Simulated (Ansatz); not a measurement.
**CH₇NSi₂: one species, many methods**

An exercise on one series of results from a longer session: the logs are not shown, and one member is left open.

Computed with Ansatz 0.2.0, Gaussian basis. Level: functionals in def2-TZVPP, the program's frozen cores in correlated methods.

Levels to be run: LDA (SPW92), PBE-D4, revPBE-D4, BLYP-D4, r2SCAN-D4, B97M-V, PBE0-D4, B3LYP-D4, r2SCANh-D4, r2SCAN0-D4, HSE06-D4, BHLYP-D4, CAM-B3LYP-D4, LC-ωPBE, ωB97X-V, ωB97M-V, B2PLYP, PBE-QIDH; CCSD(T)/def2-SVP; CCSD(T)/def2-TZVPP; MP2/def2-QZVPP; extrapolation to the limit; RPA on PBE.

### The relaxed structure

The geometry comes from an earlier relaxation with PBE0-D4 in a triple-zeta def2 set; it is a stationary point, not always the lowest conformer.

SMILES `N[SiH]1C[SiH2]1`, 11 atoms, charge 0, spin multiplicity 1.

Atoms are counted from 1 here; the program's logs count them from 0.

Bond lengths: N1–Si2 1.712 Å, N1–H5 1.006 Å, N1–H6 1.007 Å, Si2–C3 1.886 Å, Si2–Si4 2.244 Å, Si2–H7 1.487 Å, C3–Si4 1.906 Å, C3–H8 1.089 Å, C3–H9 1.088 Å, Si4–H10 1.483 Å, Si4–H11 1.483 Å. Angles: Si2–N1–H5 120.2°, Si2–N1–H6 121.3°, H5–N1–H6 111.7°, N1–Si2–C3 116.3°, N1–Si2–Si4 119.8°, N1–Si2–H7 117.3°, C3–Si2–Si4 54.2°, C3–Si2–H7 113.0°, Si4–Si2–H7 119.8°, Si2–C3–Si4 72.5°, Si2–C3–H8 116.8°, Si2–C3–H9 118.2°, Si4–C3–H8 115.2°, Si4–C3–H9 117.5°, H8–C3–H9 111.6°, Si2–Si4–C3 53.3°, Si2–Si4–H10 122.5°, Si2–Si4–H11 122.2° and more.

The first run:

Input file in.yaml:

```yaml
crystal:
  periodic: [false, false, false]
  atoms:
    - {symbol: N, position_ang: [-1.366514, 1.324519, -0.617099]}
    - {symbol: Si, position_ang: [0.209595, 0.771450, -0.240647]}
    - {symbol: C, position_ang: [0.342793, -0.476429, 1.167189]}
    - {symbol: Si, position_ang: [0.708318, -1.405251, -0.457085]}
    - {symbol: H, position_ang: [-1.688460, 1.324882, -1.569963]}
    - {symbol: H, position_ang: [-1.812567, 2.045560, -0.073053]}
    - {symbol: H, position_ang: [1.300938, 1.781736, -0.227870]}
    - {symbol: H, position_ang: [-0.584666, -0.756389, 1.663551]}
    - {symbol: H, position_ang: [1.159849, -0.365445, 1.877029]}
    - {symbol: H, position_ang: [2.098076, -1.889779, -0.639134]}
    - {symbol: H, position_ang: [-0.302061, -2.411754, -0.862117]}
basis:
  gaussian: {orbitals: def2-TZVPP}
hamiltonian: {xc: lda}
output: {orbitals: {seedname: orbitals}}
```

Started as:

```sh
> ansatz run in.yaml --threads 2 --pin off --events-out ev --progress --plain --max-ram 4352MiB
```

Steps of the session up to this table: LDA; PBE-D4 (GGA); revPBE-D4 (GGA); BLYP-D4 (GGA); r2SCAN-D4 (meta-GGA); B97M-V (meta-GGA); B3LYP-D4 (hybrid); r2SCANh-D4 (hybrid); r2SCAN0-D4 (hybrid); HSE06-D4 (hybrid); BHLYP-D4 (hybrid); CAM-B3LYP-D4 (range-separated); LC-ωPBE (range-separated); ωB97X-V (range-separated); ωB97M-V (range-separated); B2PLYP (double hybrid); PBE-QIDH (double hybrid).

One table of the session follows, with a row left open; its other results are not shown here.

It belongs to the step «Orbital energies across the functionals». 

| functional | HOMO (eV) | gap (eV) |
| --- | --- | --- |
| LDA (SPW92) | -5.54 | 4.57 |
| PBE-D4 | -5.45 | 4.64 |
| revPBE-D4 | -5.40 | 4.67 |
| BLYP-D4 | -5.30 | 4.64 |
| r2SCAN-D4 | -5.63 | 5.16 |
| B97M-V | -5.67 | 5.00 |
| PBE0-D4 | -6.45 | 6.51 |
| B3LYP-D4 | ? | ? |
| r2SCANh-D4 | -6.01 | 5.83 |
| r2SCAN0-D4 | -6.57 | 6.83 |
| HSE06-D4 | -6.06 | 5.74 |
| BHLYP-D4 | -7.35 | 8.28 |
| CAM-B3LYP-D4 | -7.69 | 8.76 |
| LC-ωPBE | -8.96 | 11.17 |
| ωB97X-V | -8.65 | 10.72 |
| ωB97M-V | -8.46 | 10.19 |

Estimate the missing values for B3LYP-D4.

Worked estimate for «HOMO (eV)». Against the share of exact exchange, BLYP-D4 (0, -5.30), BHLYP-D4 (0.5, -7.35) give a slope of -4.10 per unit share; at 0.2 the line stands at -6.12.

**Answer.** HOMO (eV): -6.27; gap (eV): 6.13. In «HOMO (eV)» the line misses by +0.15.
